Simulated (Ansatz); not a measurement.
**CH₈GeO₂Si: a ladder of functionals and wavefunction methods**

Aim: compute CH₈GeO₂Si with functionals from several rungs and with coupled cluster, and see how far each lands from CCSD(T) at the basis-set limit for the atomisation energy.

Computed with Ansatz 0.2.0, Gaussian basis. Level: functionals in def2-TZVPP, the program's frozen cores in correlated methods.

Plan: PBE-D4, r2SCAN-D4, PBE0-D4, B3LYP-D4, ωB97X-V, ωB97M-V, B2PLYP; CCSD(T)/def2-TZVPP; MP2/def2-QZVPP; extrapolation to the limit.

## (1) Structure used throughout

The geometry comes from an earlier relaxation with PBE0-D4 in a triple-zeta def2 set; it is a stationary point, not always the lowest conformer.

13 atoms, charge 0, spin multiplicity 1.

Atoms are counted from 1 here; the program's logs count them from 0.

Bond lengths: C1–Si2 1.865 Å, C1–H6 1.093 Å, C1–H7 1.094 Å, C1–H8 1.092 Å, Si2–O3 1.655 Å, Si2–Ge4 2.389 Å, Si2–H9 1.496 Å, O3–H10 0.958 Å, Ge4–O5 1.799 Å, Ge4–H11 1.538 Å, Ge4–H12 1.546 Å, O5–H13 0.959 Å. Angles: Si2–C1–H6 111.5°, Si2–C1–H7 109.6°, Si2–C1–H8 111.1°, H6–C1–H7 108.0°, H6–C1–H8 108.4°, H7–C1–H8 108.1°, C1–Si2–O3 113.0°, C1–Si2–Ge4 110.6°, C1–Si2–H9 108.2°, O3–Si2–Ge4 106.0°, O3–Si2–H9 110.3°, Ge4–Si2–H9 108.7°, Si2–O3–H10 118.2°, Si2–Ge4–O5 107.5°, Si2–Ge4–H11 113.7°, Si2–Ge4–H12 113.6°, O5–Ge4–H11 103.3°, O5–Ge4–H12 108.8° and more.

As a file:

```xyz
13
CH8GeO2Si
C    -0.3946    1.6450   -0.7427
Si    0.7184    0.4026    0.0923
O     1.3694    0.9663    1.5058
Ge   -0.5049   -1.5666    0.6699
O    -1.1816   -2.2498   -0.8506
H     0.1630    2.5262   -1.0717
H    -0.8575    1.1903   -1.6234
H    -1.1920    1.9718   -0.0713
H     1.8037    0.0276   -0.8669
H     1.9844    1.6997    1.4598
H    -1.7560   -1.2903    1.5212
H     0.3545   -2.6493    1.3626
H    -0.5068   -2.6735   -1.3848
```

## (2) PBE-D4 (GGA)

in.yaml reads:

```yaml
crystal:
  periodic: [false, false, false]
  atoms:
    - {symbol: C, position_ang: [-0.394636, 1.644972, -0.742716]}
    - {symbol: Si, position_ang: [0.718446, 0.402565, 0.092263]}
    - {symbol: O, position_ang: [1.369409, 0.966338, 1.505811]}
    - {symbol: Ge, position_ang: [-0.504893, -1.566569, 0.669856]}
    - {symbol: O, position_ang: [-1.181603, -2.249796, -0.850638]}
    - {symbol: H, position_ang: [0.162990, 2.526170, -1.071662]}
    - {symbol: H, position_ang: [-0.857468, 1.190337, -1.623444]}
    - {symbol: H, position_ang: [-1.192013, 1.971812, -0.071349]}
    - {symbol: H, position_ang: [1.803662, 0.027610, -0.866925]}
    - {symbol: H, position_ang: [1.984409, 1.699703, 1.459829]}
    - {symbol: H, position_ang: [-1.756014, -1.290334, 1.521161]}
    - {symbol: H, position_ang: [0.354536, -2.649347, 1.362571]}
    - {symbol: H, position_ang: [-0.506815, -2.673460, -1.384780]}
basis:
  gaussian: {orbitals: def2-TZVPP}
hamiltonian: {xc: pbe, dispersion: d4}
output: {forces: true, orbitals: {seedname: orbitals}}
```

Started as:

```
> ansatz run in.yaml --threads 2 --pin off --events-out ev --progress --plain --max-ram 32768MiB --backend cuda --devices 0, --max-vram 18GiB
```

Further steps of the session: r2SCAN-D4 (meta-GGA); PBE0-D4 (hybrid); B3LYP-D4 (hybrid); ωB97X-V (range-separated); ωB97M-V (range-separated); B2PLYP (double hybrid); CCSD(T) in def2-TZVPP; MP2 in def2-QZVPP.

Q: Predict the results of all the runs planned. Wanted: atomisation energy, CCSD(T)/CBS; farthest; mean size of error, hybrid; mean size of error, range-separated; gap, smallest and largest; T1 diagnostic; triples share of the correlation energy.

The runs gave:

| quantity | value |
| --- | --- |
| atomisation energy, CCSD(T)/CBS | 4515.3 kJ/mol |
| functionals within 45.2 kJ/mol (1.0 %) | PBE-D4, r2SCAN-D4, B3LYP-D4, ωB97X-V, ωB97M-V |
| farthest | B2PLYP (-81.7 kJ/mol) |
| mean size of error, hybrid | 55.1 kJ/mol |
| mean size of error, range-separated | 15.5 kJ/mol |
| gap, smallest and largest | 4.77 eV (PBE-D4), 11.18 eV (ωB97X-V) |
| T1 diagnostic | 0.0117 |
| triples share of the correlation energy | 3.5 % |

What this shows: PBE-D4 is off by +1.6 kJ/mol. Double hybrids carry the basis error of their MP2 part in triple zeta, and no dispersion term here, so their miss is partly the set-up's. The reference freezes the cores and leaves out relativity and excitations past (T), and its outer-core shells are covered unevenly, so misses under about 45.2 kJ/mol can't be ranked. Hartree-Fock recovers 72 % of the binding; the rest is correlation. Orbital gaps span 4.8 to 11.2 eV; exact exchange widens them. Correlated methods include outer-core shells of Ge, which these sets cover unevenly.
